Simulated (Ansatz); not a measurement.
**GaPH₆: ionisation energy by level of theory**

How much energy removes an electron from GaPH₆ at fixed geometry? The cation is run at each level and the neutral's energy taken from earlier runs.

Computed with Ansatz 0.2.0, Gaussian basis. Level: unrestricted cation, the program's frozen cores in correlated methods.

Plan: UKS PBE-D4/def2-TZVPP; UKS r2SCAN-D4/def2-TZVPP; UKS PBE0-D4/def2-TZVPP; UKS B3LYP-D4/def2-TZVPP; UKS wB97X-V/def2-TZVPP; UKS wB97M-V/def2-TZVPP; UKS B2PLYP/def2-TZVPP; UHF-CCSD(T)/def2-TZVPP; UHF-MP2/def2-QZVPP; extrapolation to the limit; then −ε(HOMO) from the neutral's earlier runs with LDA (SPW92), PBE-D4, revPBE-D4, BLYP-D4, r2SCAN-D4, B97M-V, PBE0-D4, B3LYP-D4, r2SCANh-D4, r2SCAN0-D4, HSE06-D4, BHLYP-D4, CAM-B3LYP-D4, LC-ωPBE, ωB97X-V, ωB97M-V.

### 1 The relaxed structure

An earlier PBE0-D4 in a triple-zeta def2 set relaxation fixed the geometry.

SMILES `[PH3+][GaH3-]`, 8 atoms, charge 0, spin multiplicity 1.

Atoms are counted from 1 here; the program's logs count them from 0.

Bond lengths: P1–Ga2 2.522 Å, P1–H3 1.410 Å, P1–H4 1.410 Å, P1–H5 1.410 Å, Ga2–H6 1.576 Å, Ga2–H7 1.576 Å, Ga2–H8 1.576 Å. Angles: Ga2–P1–H3 119.2°, Ga2–P1–H4 119.3°, Ga2–P1–H5 119.2°, H3–P1–H4 98.2°, H3–P1–H5 98.2°, H4–P1–H5 98.2°, P1–Ga2–H6 96.7°, P1–Ga2–H7 96.7°, P1–Ga2–H8 96.7°, H6–Ga2–H7 118.6°, H6–Ga2–H8 118.6°, H7–Ga2–H8 118.7°.

### 2 Cation, UKS PBE-D4/def2-TZVPP

The input, in.yaml:

```yaml
crystal:
  periodic: [false, false, false]
  atoms:
    - {symbol: P, position_ang: [-0.528444, 0.017135, -0.932988]}
    - {symbol: Ga, position_ang: [0.741872, -0.040543, 1.244991]}
    - {symbol: H, position_ang: [-1.936268, 0.093633, -0.905588]}
    - {symbol: H, position_ang: [-0.402513, -1.061152, -1.833007]}
    - {symbol: H, position_ang: [-0.286974, 1.067841, -1.842004]}
    - {symbol: H, position_ang: [0.233514, 1.347521, 1.792522]}
    - {symbol: H, position_ang: [2.184444, -0.121545, 0.614716]}
    - {symbol: H, position_ang: [0.086568, -1.359991, 1.805659]}
basis:
  gaussian: {orbitals: def2-TZVPP}
total_charge: 1
magnetization: {spin_polarized: true, initial_magnetization: 1}
hamiltonian: {xc: pbe, dispersion: d4}
```

After this run come: Cation, UKS r2SCAN-D4/def2-TZVPP; Cation, UKS PBE0-D4/def2-TZVPP; Cation, UKS B3LYP-D4/def2-TZVPP; Cation, UKS wB97X-V/def2-TZVPP; Cation, UKS wB97M-V/def2-TZVPP; Cation, UKS B2PLYP (frozen core)/def2-TZVPP; Cation, UHF-CCSD(T)/def2-TZVPP; Cation, UHF-MP2/def2-QZVPP.

Q: Predict the results of all the runs planned. Wanted: ionisation energy, CCSD(T)/CBS; nearest functional by difference; nearest −ε(HOMO); −ε(HOMO) of PBE; T1 of the cation.

As calculated:

| quantity | value |
| --- | --- |
| ionisation energy, CCSD(T)/CBS | 10.41 eV |
| nearest functional by difference | ωB97X-V (-0.06 eV) |
| nearest −ε(HOMO) | ωB97X-V (-0.13 eV) |
| −ε(HOMO) of PBE | 6.66 eV |
| T1 of the cation | 0.030 |

What this shows: By cation minus neutral, the functionals miss by 0.52 eV at most. −ε(HOMO) of PBE misses by 3.7 eV, since self-interaction lifts the level. Among orbital estimates ωB97X-V comes nearest. Hartree-Fock falls 0.85 eV short, as the neutral has more correlation energy than the cation. The cation's T1 (from the report) is 0.030, near the customary mark of 0.045 for open shells, so the coupled-cluster value is less safe. Correlated methods include outer-core shells of Ga, which these sets cover unevenly. With outer-core shells in play the reference is unsure by up to some tenths of an eV, so close misses can't be ranked.
